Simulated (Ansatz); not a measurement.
# RbMnF3: the cost of one run

Program: Ansatz 0.2.0. Level of theory: DFT r2SCAN, scalar-relativistic, plane waves, PAW. These are calculated values, not measurements.

1 further run of the same task is left out (set aside as unsound or not needed).

### 1 The structure to begin with

Symmetry: Pm-3m, No. 221, cubic system. Conventional cell: a = 4.234 Å, b = 4.234 Å, c = 4.234 Å, α = 90.00°, β = 90.00°, γ = 90.00°. Around Rb (site symmetry m-3m) lie 12 F at 2.99 Å. Around Mn (site symmetry m-3m) lie 6 F at 2.12 Å. F (site symmetry 4/mmm) is surrounded by 2 Mn at 2.12 Å and 4 Rb at 2.99 Å.

As a file:

```cif
data_structure
_symmetry_space_group_name_H-M 'P 1'
_symmetry_Int_Tables_number 1
_cell_length_a 4.2338
_cell_length_b 4.2338
_cell_length_c 4.2338
_cell_angle_alpha 90.000
_cell_angle_beta 90.000
_cell_angle_gamma 90.000
_cell_volume 75.89
loop_
_atom_site_label
_atom_site_type_symbol
_atom_site_fract_x
_atom_site_fract_y
_atom_site_fract_z
_atom_site_occupancy
Rb1 Rb 0.00000 0.00000 0.00000 1
Mn1 Mn 0.50000 0.50000 0.50000 1
F1 F 0.50000 0.00000 0.50000 1
F2 F 0.50000 0.50000 0.00000 1
F3 F 0.00000 0.50000 0.50000 1
```

It goes back to an entry of the Materials Project, which need not be the stable form.

This cell was relaxed beforehand with the same method: volume 15.18 Å³/atom, gap on the mesh 2.39 eV, site moments up to 4.3 μB.

### 2 The cell scaled to 0.97 of its volume

input.yaml reads:

```yaml
crystal:
  lattice:
    - [4.191040333, 0.0, 0.0]
    - [0.0, 4.191040333, 0.0]
    - [0.0, 0.0, 4.191040333]
  atoms:
    - { symbol: Rb, position: [0.0, 0.0, 0.0] }
    - { symbol: Mn, position: [0.5, 0.5, 0.5], spin: 4.68 }
    - { symbol: F, position: [0.5, 0.0, 0.5] }
    - { symbol: F, position: [0.5, 0.5, 0.0] }
    - { symbol: F, position: [0.0, 0.5, 0.5] }
basis:
  ecutwfc: 500
kpoints:
  mp_grid: { grid: [6, 6, 6] }
hamiltonian:
  xc: r2scan
scf:
  occupations: { method: gaussian, width: 0.02 }
output:
  forces: true
  stress: true
  eigenvalues: true
  populations: true
magnetization:
  spin_polarized: true
```

On the command line:

```
$ ansatz run input.yaml --threads 1 --pin off --max-ram 2560MiB --backend cpu --events-out ev --progress --plain --runs-dir out
```

Q: Estimate wall time and peak memory on 1 thread of Arm Neoverse V1, shared host.

About 26 s, with a peak of 0.54 GiB.
